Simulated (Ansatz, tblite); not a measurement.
# Si(OMe)2Cl2 (C₂H₆Cl₂O₂Si): rung by rung

One table from this session's results is given with a row withheld; the runs are named, their logs left out.

Computed with Ansatz 0.2.0, Gaussian basis. Level: as each input shows.

The runs, in order: GFN1-xTB, GFN2-xTB, PBE-D4/def2-TZVP, r2SCAN-D4/def2-TZVP, r2SCAN0-D4/def2-TZVP, B97M-V/def2-TZVP, ωB97M-V/def2-TZVP, PBE-D4/def2-SVP, PBE0-D4/def2-SVP, HF/STO-3G, HF/6-31G, B3LYP-D4/6-31G, PBE0-D4/def2-TZVPD, PBE-D4/def2-TZVPD, r2SCAN0-D4/def2-TZVPD, CCSD(T)/def2-SVP, MP2/def2-TZVP, RPA/def2-TZVP.

2 further runs of the same task are left out: 2 set aside as unsound or not needed.

### The structure

The geometry is that of the singlet, from an earlier relaxation (r2SCAN-D4/def2-SVP).

13 atoms, charge 0, spin multiplicity 1.

Bond lengths: Si1–O2 1.628 Å, Si1–O7 1.628 Å, Si1–Cl12 2.063 Å, Si1–Cl13 2.063 Å, O2–C3 1.416 Å, C3–H4 1.104 Å, C3–H5 1.099 Å, C3–H6 1.104 Å, O7–C8 1.416 Å, C8–H9 1.104 Å, C8–H10 1.099 Å, C8–H11 1.104 Å. Angles: O2–Si1–O7 106.9°, O2–Si1–Cl12 110.8°, O2–Si1–Cl13 110.8°, O7–Si1–Cl12 110.8°, O7–Si1–Cl13 110.8°, Cl12–Si1–Cl13 106.9°, Si1–O2–C3 125.9°, O2–C3–H4 111.2°, O2–C3–H5 107.9°, O2–C3–H6 111.1°, H4–C3–H5 108.8°, H4–C3–H6 108.9°, H5–C3–H6 108.8°, Si1–O7–C8 125.9°, O7–C8–H9 111.1°, O7–C8–H10 107.9°, O7–C8–H11 111.2°, H9–C8–H10 108.8° and more.

Coordinates:

```mol
C2H6Cl2O2Si
  3D, bonds by distance, orders not assigned

 13 12  0  0  0  0  0  0  0  0999 V2000
   -0.2012    0.0064   -0.1431 Si  0  0
   -0.1694   -0.0033    1.4843 O   0  0
   -1.3001    0.0166    2.3372 C   0  0
   -1.9078    0.9232    2.1723 H   0  0
   -0.9406    0.0150    3.3757 H   0  0
   -1.9341   -0.8728    2.1785 H   0  0
    1.3465   -0.0218   -0.6468 O   0  0
    1.7811   -0.0294   -1.9949 C   0  0
    1.4113   -0.9227   -2.5275 H   0  0
    2.8800   -0.0457   -1.9960 H   0  0
    1.4380    0.8734   -2.5294 H   0  0
   -1.1689    1.6870   -0.8453 Cl  0  0
   -1.2348   -1.6260   -0.8649 Cl  0  0
  1  2  8  0
  1  7  8  0
  1 12  8  0
  1 13  8  0
  2  3  8  0
  3  4  8  0
  3  5  8  0
  3  6  8  0
  7  8  8  0
  8  9  8  0
  8 10  8  0
  8 11  8  0
M  END
```

PBE0-D4/def2-TZVP was run before; its log isn't repeated, and its numbers join the tables.

The first run:

Tight binding, by tblite at 300 K electronic temperature and without a spin-polarisation term:

```python
tblite.interface.Calculator('GFN1-xTB', numbers, positions, charge=0, uhf=0).singlepoint()
```

Tight binding, by tblite at 300 K electronic temperature and without a spin-polarisation term:

```python
tblite.interface.Calculator('GFN2-xTB', numbers, positions, charge=0, uhf=0).singlepoint()
```

start.molden holds the orbitals of an earlier run on this state, given as this run's starting guess.

Input file in.yaml:

```yaml
crystal:
  periodic: [false, false, false]
  atoms:
    - {symbol: Si, position_ang: [-0.201171, 0.006394, -0.143147]}
    - {symbol: O, position_ang: [-0.169366, -0.003268, 1.484308]}
    - {symbol: C, position_ang: [-1.300107, 0.016645, 2.337177]}
    - {symbol: H, position_ang: [-1.907837, 0.923208, 2.172281]}
    - {symbol: H, position_ang: [-0.940579, 0.015037, 3.375707]}
    - {symbol: H, position_ang: [-1.934103, -0.872840, 2.178462]}
    - {symbol: O, position_ang: [1.346471, -0.021763, -0.646835]}
    - {symbol: C, position_ang: [1.781144, -0.029432, -1.994929]}
    - {symbol: H, position_ang: [1.411257, -0.922694, -2.527460]}
    - {symbol: H, position_ang: [2.880024, -0.045717, -1.995966]}
    - {symbol: H, position_ang: [1.438049, 0.873358, -2.529384]}
    - {symbol: Cl, position_ang: [-1.168936, 1.687050, -0.845257]}
    - {symbol: Cl, position_ang: [-1.234837, -1.625969, -0.864947]}
basis:
  gaussian: {orbitals: def2-TZVP, initial_orbitals: start.molden}
hamiltonian: {xc: pbe, dispersion: d4}
scf: {omitted_lower_state_checks: [starts]}
output: {orbitals: {seedname: orbitals}}
```

Run with:

```
ansatz run in.yaml --threads 4 --pin off --events-out ev --progress --plain --max-ram 4787MiB
```

Steps of the session up to this table: PBE-D4/def2-TZVP; r2SCAN-D4/def2-TZVP; r2SCAN0-D4/def2-TZVP; B97M-V/def2-TZVP; ωB97M-V/def2-TZVP; PBE-D4/def2-SVP; PBE0-D4/def2-SVP; HF/STO-3G; HF/6-31G; B3LYP-D4/6-31G; PBE0-D4/def2-TZVPD; PBE-D4/def2-TZVPD; r2SCAN0-D4/def2-TZVPD; CCSD(T)/def2-SVP; MP2/def2-TZVP; RPA/def2-TZVP.

One table of the session follows, with a row left open; its other results are not shown here.

It belongs to the step «Levels side by side». 

| level | HOMO (eV) | LUMO (eV) | gap (eV) |
| --- | --- | --- | --- |
| HF/STO-3G | -10.23 | 7.53 | 17.76 |
| HF/6-31G | -12.91 | 3.45 | 16.36 |
| PBE-D4/def2-SVP | -6.94 | -0.05 | 6.88 |
| PBE-D4/def2-TZVP | -7.13 | -0.50 | 6.63 |
| PBE-D4/def2-TZVPD | -7.19 | -0.90 | 6.29 |
| r2SCAN-D4/def2-TZVP | -7.49 | -0.06 | 7.44 |
| B97M-V/def2-TZVP | -7.61 | -0.04 | 7.57 |
| B3LYP-D4/6-31G | -8.53 | -0.58 | 7.95 |
| PBE0-D4/def2-SVP | -8.62 | 0.99 | 9.62 |
| PBE0-D4/def2-TZVP | -8.74 | 0.55 | 9.28 |
| PBE0-D4/def2-TZVPD | -8.78 | -0.14 | 8.64 |
| r2SCAN0-D4/def2-TZVP | -8.99 | 0.81 | 9.80 |
| r2SCAN0-D4/def2-TZVPD | -9.02 | 0.23 | 9.25 |
| ωB97M-V/def2-TZVP | ? | ? | ? |

Q: Estimate the row for ωB97M-V/def2-TZVP from the others.

As computed: HOMO (eV): -11.13; LUMO (eV): 2.45; gap (eV): 13.58. In the column «HOMO (eV)» it lies between HF/6-31G (-12.91) and HF/STO-3G (-10.23).
